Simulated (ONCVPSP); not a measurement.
# Pseudopotential generation for Ni: ONCV, PBE

Aim: build the potential from the settings below, then test how well it stands in for the atom: other configurations, scattering, ghost states and the plane-wave cutoff that it needs.

Program: ONCVPSP 4.0.1.1 (patched build). Reference atom: PBE, scalar-relativistic, spherical and spin-unpolarised. All values are calculated.

### Step 1. The atom and the settings

Typed settings, in words:

```json
{
  "element": "nickel (Ni, Z = 28)",
  "type": "optimised norm-conserving Vanderbilt (ONCV)",
  "frozen core": "[Ar]",
  "valence charge": "10",
  "reference configuration": "3d8.5 4s1.5",
  "partial waves": "4s: rc 2.20 bohr, ncon 4, nbas 9, qcut 2.4 1/bohr, 1 projector; p scattering state at 0.11 Ha: rc 2.05 bohr, ncon 4, nbas 8, qcut 3.8 1/bohr, 2 projectors, debl 2 Ha; 3d: rc 0.95 bohr, ncon 4, nbas 9, qcut 14.5 1/bohr, 2 projectors, debl 0.7 Ha",
  "local potential": "polynomial inside 0.90 bohr (lpopt 5, dvloc0 0 Ha)",
  "core correction": "Teter function, fcfact 6, rcfact 1"
}
```

The nodes and maxima of the atom's own shells, from an earlier all-electron run, set the scale for the radii.

All-electron outer shells of the reference configuration (PBE, scalar-relativistic, ld1.x):

```
shell  level (eV)  outermost node (bohr)  outermost maximum (bohr)
   3p      -68.74                   0.27                      0.65
   3d       -6.58                      –                      0.63
   4s       -5.04                   0.92                      2.29
   4p       -0.97                   1.01                      3.42
```

### Step 2. The generation run

Ni.dat reads:

```
# ATOM AND REFERENCE CONFIGURATION
# atsym  z   nc   nv     iexc    psfile
  Ni 28.00    5    2        4      upf
#
#   n    l    f
    1    0    2.00
    2    0    2.00
    2    1    6.00
    3    0    2.00
    3    1    6.00
    3    2    8.50
    4    0    1.50
#
# PSEUDOPOTENTIAL AND OPTIMIZATION
# lmax
    2
#
#   l,   rc,      ep,       ncon, nbas, qcut
    0    2.20    0.00    4    9    2.40
    1    2.05    0.11    4    8    3.80
    2    0.95    0.00    4    9   14.50
#
# LOCAL POTENTIAL
# lloc, lpopt,  rc(5),   dvloc0
    4    5    0.90    0.00
#
# VANDERBILT-KLEINMAN-BYLANDER PROJECTORs
# l, nproj, debl
    0    1    3.20
    1    2    2.00
    2    2    0.70
#
# MODEL CORE CHARGE
# icmod, fcfact, rcfact
    3    6.00    1.00
#
# LOG DERIVATIVE ANALYSIS
# epsh1, epsh2, depsh
   -2.00    5.00    0.02
#
# OUTPUT GRID
# rlmax, drl
    6.00    0.01
#
# TEST CONFIGURATIONS
# ncnf
    4
# nvcnf
#   n    l    f
    2
    3    2    8.00
    4    0    2.00
#
    2
    3    2    8.00
    4    0    1.00
#
    2
    3    2    8.00
    4    0    0.00
#
    2
    3    2    8.00
    4    0    1.50
#
```

The run is started by

```
$ oncvpsp.x < Ni.dat > Ni.out
```

Q: Predict the outcome of this session. Wanted: cutoffs for 1 and 0.1 mHa per electron, occupied waves; bound ghosts; GHOST(+) flags; largest test error; largest phase difference near zero energy, channels read; rms error of d²Exc/dn², without and with the model core.

As calculated:

```
                                                quantity                 value
  cutoffs for 1 and 0.1 mHa per electron, occupied waves      90 Ha and 102 Ha
                                            bound ghosts       s at -140.85 eV
                                          GHOST(+) flags            p at 58 eV
                            largest test error (AE − PS)  +53 meV, for 3d8 4s0
largest phase difference near zero energy, channels read             0.008 rad
 rms error of d²Exc/dn², without and with the model core     9.07 and 5.48 mHa
```

What this shows: It has a bound ghost (s), a state that the atom doesn't have, and that rules the file out. The worst unpolarised test, 3d8 4s0, is off by 53 meV on 27.9 eV; by total energies transferability rates as fair. It counts as very hard, with 90 Ha needed at the looser tolerance. At the looser tolerance the 3d wave is the slowest; 4s needs 13 Ha. Near zero energy the phases of the channels with partial waves agree within 0.008 rad. The program also flags highly localised states, GHOST(+) (p).
